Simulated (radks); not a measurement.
# Polarisabilities and dispersion coefficients of Ne, Mg²⁺, Al³⁺ and others

Aim: static dipole polarisabilities and C6 coefficients, each species in its NIST ground configuration. After each ground state the linear response is solved; its values go to the run's result record, not to the log. Response by self-consistent Sternheimer equations with the Hartree and adiabatic LDA kernel, the relativistic mass of each level held fixed and spin-orbit coupling left out.

The numbers are computed with radks (a radial shooting solver on a logarithmic mesh, Libxc functionals) version 1 (scalar-relativistic Kohn-Sham, LDA (Slater exchange, VWN5 correlation), spin-unpolarised, spherical densities, finite nucleus), except any that are marked as measured or tabulated.

## 1. What is computed

| Quantity | Value |
| --- | --- |
| species | Ne ([Ne]), Mg²⁺ ([Ne]), Al³⁺ ([Ne]), Si⁴⁺ ([Ne]), P⁵⁺ ([Ne]), S⁶⁺ ([Ne]), Cl⁷⁺ ([Ne]), Ar⁸⁺ ([Ne]) |

## 2. Ne, [Ne]

Input:

```text
Z 10
configuration [Ne]
relativity scalar-relativistic
functional lda,vwn5
spin unpolarised
nucleus finite rms 3.0055 fm
c 137.035999084
response adiabatic LDA kernel
```

## 3. Mg²⁺, [Ne]

Input:

```text
Z 12
configuration [Ne]
relativity scalar-relativistic
functional lda,vwn5
spin unpolarised
nucleus finite rms 3.057 fm
c 137.035999084
response adiabatic LDA kernel
```

## 4. Al³⁺, [Ne]

Input:

```text
Z 13
configuration [Ne]
relativity scalar-relativistic
functional lda,vwn5
spin unpolarised
nucleus finite rms 3.061 fm
c 137.035999084
response adiabatic LDA kernel
```

## 5. Si⁴⁺, [Ne]

Input:

```text
Z 14
configuration [Ne]
relativity scalar-relativistic
functional lda,vwn5
spin unpolarised
nucleus finite rms 3.1224 fm
c 137.035999084
response adiabatic LDA kernel
```

## 6. P⁵⁺, [Ne]

Input:

```text
Z 15
configuration [Ne]
relativity scalar-relativistic
functional lda,vwn5
spin unpolarised
nucleus finite rms 3.1889 fm
c 137.035999084
response adiabatic LDA kernel
```

## 7. S⁶⁺, [Ne]

Input:

```text
Z 16
configuration [Ne]
relativity scalar-relativistic
functional lda,vwn5
spin unpolarised
nucleus finite rms 3.2611 fm
c 137.035999084
response adiabatic LDA kernel
```

## 8. Cl⁷⁺, [Ne]

Input:

```text
Z 17
configuration [Ne]
relativity scalar-relativistic
functional lda,vwn5
spin unpolarised
nucleus finite rms 3.3654 fm
c 137.035999084
response adiabatic LDA kernel
```

## 9. Ar⁸⁺, [Ne]

Input:

```text
Z 18
configuration [Ne]
relativity scalar-relativistic
functional lda,vwn5
spin unpolarised
nucleus finite rms 3.4274 fm
c 137.035999084
response adiabatic LDA kernel
```

Q: Predict the outcome of this session. Wanted: for each run, species; −ε(HOMO); α; α uncoupled; C6; C8; recommended α.

**Answer**, as computed:

| species | −ε(HOMO) (eV) | α (bohr³) | α uncoupled (bohr³) | C6 (hartree bohr⁶) | C8 (hartree bohr⁸) | recommended α (bohr³) |
| --- | --- | --- | --- | --- | --- | --- |
| Ne | 13.539 | 3.055 | 3.488 | 7.403 | 114.8 | 2.6611 |
| Mg²⁺ | 66.848 | 0.5134 | 0.5820 | 0.6232 | 3.753 | - |
| Al³⁺ | 104.23 | 0.2831 | 0.3187 | 0.2651 | 1.171 | - |
| Si⁴⁺ | 148.60 | 0.1713 | 0.1915 | 0.1279 | 0.4346 | - |
| P⁵⁺ | 199.89 | 0.1105 | 0.1228 | 0.06751 | 0.1826 | - |
| S⁶⁺ | 258.09 | 0.07490 | 0.08273 | 0.03816 | 0.08424 | - |
| Cl⁷⁺ | 323.17 | 0.05270 | 0.05790 | 0.02276 | 0.04184 | - |
| Ar⁸⁺ | 395.15 | 0.03823 | 0.04181 | 0.01419 | 0.02206 | - |

What this shows: Uncoupled leaves out the potential induced by the response; C6 and C8 are for like pairs. Ne is the most polarisable and Ar⁸⁺ the least, a factor 79.9 apart. For the pair Ne–Ar⁸⁺ the Casimir-Polder integral gives C6 = 0.1946, the rule 2·Ca·Cb/(Ca·αb/αa + Cb·αa/αb) on the like-pair values 0.1713. Against the recommended values (Schwerdtfeger and Nagle, 2023 table) the misses are Ne +15 %. C8 is given only where no p, d or f shell is open.
